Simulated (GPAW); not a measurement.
WS:

```
W S
1.0
     3.00789    0.00000    0.00000
     0.00000    3.00789    0.00000
     0.00000    0.00000    3.00789
W S
1 1
Cartesian
  1.5039 1.5039 1.5039
  0.0000 0.0000 0.0000
```

The cell was built by a generator and needn't be a form met in nature.

| Item | Value |
| --- | --- |
| Program | GPAW 26.7.0 |
| Task | relaxation of cell and atoms |
| Functional | PBEsol |
| Dispersion | D3(BJ)+ATM |
| Potentials or basis | PAW data sets generated in the run's folder for this functional |
| Cutoff | 600 eV |
| Basis | pw |
| k mesh | 9 × 9 × 9 |
| Occupations | fermi-dirac, width 0.05 eV |
| Spin | no spin polarisation |

At the start: pressure -13.6 GPa; volume 13.61 Å³/atom.

Problem. Where does the relaxation end?

Solution. Over 4 steps the energy falls by 30.9 meV/atom and the volume is 12.90 Å³/atom (-5.2 %); space group Pm-3m (No. 221, to 0.05 Å).

Step by step:
| step | energy change (eV) | largest force (eV/Å) | pressure (GPa) | volume (Å³) |
| --- | --- | --- | --- | --- |
| 1 | 0.0000 | 0.0000 | -13.58 | 27.21 |
| 2 | -0.0439 | 0.0000 | -7.73 | 26.55 |
| 3 | -0.0617 | 0.0000 | 0.62 | 25.74 |
| 4 | -0.0619 | 0.0000 | -0.02 | 25.80 |

Final structure:
```
CELL_PARAMETERS angstrom
2.95483 0.00000 0.00000
0.00000 2.95483 0.00000
0.00000 0.00000 2.95483
ATOMIC_POSITIONS crystal
W 0.50000 0.50000 0.50000
S 0.00000 0.00000 0.00000
```

Caveat: later steps reuse the first step's grids; pairwise dispersion overbinds metals, which lowers pressure and volume.
